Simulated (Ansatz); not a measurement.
# GaBr₂Cl: how energies converge with the basis set

How large a basis does GaBr₂Cl need? Two functionals are run in growing sets.

Program: Ansatz 0.2.0, Gaussian basis. Level of theory: one geometry, several basis sets. These are calculated values, not measurements.

Levels to be run: PBE0-D4/def2-SVP; ωB97M-V/def2-SVP; PBE0-D4/def2-QZVPP; ωB97M-V/def2-QZVPP; the functionals' def2-TZVPP values are taken from earlier runs.

**1. The relaxed structure**

All runs share one geometry, relaxed beforehand with PBE0-D4/def2-TZVP.

SMILES `[Cl][Ga]([Br])[Br]`, 4 atoms, charge 0, spin multiplicity 1.

Atoms are counted from 1 here; the program's logs count them from 0.

Bond lengths: Cl1–Ga2 2.117 Å, Ga2–Br3 2.258 Å, Ga2–Br4 2.258 Å. Angles: Cl1–Ga2–Br3 119.6°, Cl1–Ga2–Br4 119.6°, Br3–Ga2–Br4 120.8°.

**2. PBE0-D4 in def2-SVP**

The input, in.yaml:

```yaml
crystal:
  periodic: [false, false, false]
  atoms:
    - {symbol: Cl, position_ang: [0.753062, 0.653327, 1.895387]}
    - {symbol: Ga, position_ang: [0.023709, -0.006162, 0.020228]}
    - {symbol: Br, position_ang: [0.258713, -2.173100, -0.568930]}
    - {symbol: Br, position_ang: [-0.979984, 1.465734, -1.366884]}
basis:
  gaussian: {orbitals: def2-SVP}
hamiltonian: {xc: pbe0, dispersion: d4}
output: {orbitals: {seedname: orbitals}}
```

Run with:

```console
$ ansatz run in.yaml --threads 2 --pin off --events-out ev --progress --plain --max-ram 22528MiB --backend cpu
```

After this run come: ωB97M-V in def2-SVP; PBE0-D4 in def2-QZVPP; ωB97M-V in def2-QZVPP.

Q: Predict the results of all the runs planned. Wanted: PBE0-D4: double and triple zeta above quadruple; ωB97M-V: double and triple zeta above quadruple.

The runs gave:

| quantity | value |
| --- | --- |
| PBE0-D4: double and triple zeta above quadruple | 32.41, 4.39 eV |
| ωB97M-V: double and triple zeta above quadruple | 32.05, 4.23 eV |

For PBE0-D4 the step from double to triple zeta gains 28.02 eV and the next only 4.39 eV. Total energies overstate the basis error of differences, where much of it tends to cancel.
